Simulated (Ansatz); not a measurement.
# BN: the cost of one run

Program: Ansatz 0.2.0. Level of theory: DFT LDA, scalar-relativistic, plane waves, PAW. These are calculated values, not measurements.

### 1 Starting point

It takes space group P6_3/mmc (No. 194, hexagonal). Conventional cell: a = 2.504 Å, b = 2.504 Å, c = 6.661 Å, α = 90.00°, β = 90.00°, γ = 120.00°. B (site symmetry -6m2) has 3 N at 1.45 Å as nearest neighbours. N (site symmetry -6m2) has 3 B at 1.45 Å as nearest neighbours.

As a file:

```xyz
4
Lattice="2.5040 0.0000 0.0000 -1.2520 2.1685 0.0000 0.0000 0.0000 6.6612" Properties=species:S:1:pos:R:3 pbc="T T T"
B     0.0000    1.4457    1.6653
B     1.2520    0.7228    4.9959
N     0.0000    1.4457    4.9959
N     1.2520    0.7228    1.6653
```

The structure rests on an entry of the Crystallography Open Database; cell or positions may have been set otherwise for this series.

### 2 Phonons: BN, no spin

Contents of input.yaml:

```yaml
crystal:
  lattice:
    - [2.50399, 0.0, 0.0]
    - [-1.251995, 2.1685189508, 0.0]
    - [0.0, 0.0, 6.6612]
  atoms:
    - { symbol: B, position: [0.3333333333, 0.6666666667, 0.25] }
    - { symbol: B, position: [0.6666666667, 0.3333333333, 0.75] }
    - { symbol: "N", position: [0.3333333333, 0.6666666667, 0.75] }
    - { symbol: "N", position: [0.6666666667, 0.3333333333, 0.25] }
scf:
  occupations: { method: fixed }
output:
  forces: true
  stress: true
  eigenvalues: true
kpoints:
  mp_grid: { grid: [12, 12, 4] }
hamiltonian:
  xc: lda
phonons:
  method: dfpt
  dielectric: true
  rigid_motions: translations
```

On the command line:

```
ansatz run input.yaml --threads 4 --pin off --max-ram 16384MiB --backend cpu --events-out ev --progress --plain --runs-dir out
```

What time and memory should one allow on 4 threads of AMD EPYC 7R13 (Zen 3), shared host?

About 8.6 s, with a peak of 0.6 GiB.
